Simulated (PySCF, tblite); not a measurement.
# C5H8N2: geometry, infrared bands and NMR shifts

Aim: predict the infrared bands and NMR shifts of C5H8N2 (`C=C[C@@H]1C=NNC1`).

The runs use tblite 0.8.0 and PySCF 2.14.0, with density-fitted response routines of our own; the level of theory stands in each step. All values are computed, except where a source is named. Atoms are numbered from 0 throughout.

**1. The starting structure**

15 atoms, charge 0, multiplicity 1; geometry from: force field or distance geometry start.

Bonds of the start (Å): C0–C1 1.35, C1–C2 1.49, C2–C3 1.48, C3–N4 1.30, N4–N5 1.40, N5–C6 1.46, C6–C2 1.49, C0–H7 1.08, C0–H8 1.07, C1–H9 1.10, C2–H10 1.11, C3–H11 1.08, N5–H12 1.06, C6–H13 1.10, C6–H14 1.09.

**2. Relaxing the molecule with GFN2-xTB**

The job: settings as JSON, then the geometry in Å.

```
{"job": {"kind": "relax", "xc": "GFN2-xTB", "basis": "xTB"}, "charge": 0, "multiplicity": 1}
C      2.414900     0.439400    -0.008900
C      1.094600     0.715200     0.119400
C      0.062200    -0.248200    -0.346500
C     -0.901800     0.386500    -1.277600
N     -2.121000     0.219400    -0.861100
N     -2.152900    -0.509400     0.336000
C     -0.784800    -0.655300     0.814500
H      3.113100     1.177700     0.362800
H      2.740400    -0.475200    -0.467400
H      0.840500     1.661200     0.612900
H      0.520000    -1.149800    -0.792500
H     -0.638100     0.910300    -2.179600
H     -3.026300    -0.877400     0.815200
H     -0.575700     0.062000     1.627300
H     -0.589400    -1.648300     1.223400
```

On the command line:

```
OMP_NUM_THREADS=1 python probes_run.py task.json out
```

This one command runs all jobs of the session in turn.

**Question.** This job is followed by: GFN2-xTB harmonic vibrations, gas phase; GIAO PBE0/pcSseg-1 NMR shielding, non-relativistic, gas phase. Predict these results of the whole session: strongest single infrared mode (GFN2-xTB); zero-point energy (GFN2-xTB); 13C shifts against TMS (PBE0/pcSseg-1); 1H shifts against TMS (PBE0/pcSseg-1); 15N shifts against NH3 (PBE0/pcSseg-1).

**Answer**, as computed:

| quantity | value |
| --- | --- |
| strongest single infrared mode (GFN2-xTB) | 560 cm⁻¹, 156 km/mol |
| zero-point energy (GFN2-xTB) | 77.2 kcal/mol |
| 13C shifts against TMS (PBE0/pcSseg-1) | 147.8, 139.0, 121.7, 56.3, 54.5 ppm |
| 1H shifts against TMS (PBE0/pcSseg-1) | 5.99, 5.86, 5.39, 5.30, 4.74, 3.91, 3.67, 3.15 ppm |
| 15N shifts against NH3 (PBE0/pcSseg-1) | 391.1, 146.0 ppm |

**Reading.** Over 77 steps the energy fell by 0.604 eV; of the close pairs, N5–H12 changed most, 1.062 to 1.009 Å. No mode is imaginary among the 39: a minimum at this level. The strongest single mode, at 560 cm⁻¹, moves mainly H12 and N5. Unscaled tight-binding wavenumbers are off by several per cent, some by more. Its intensities can rank the bands wrongly. The most deshielded carbon is C1 (alkene CH), at 147.8 ppm: an sp2 carbon of a C=C bond. At PBE0/pcSseg-1: Shielding is most anisotropic at N4 (span 606 ppm, paramagnetic term -447 ppm).
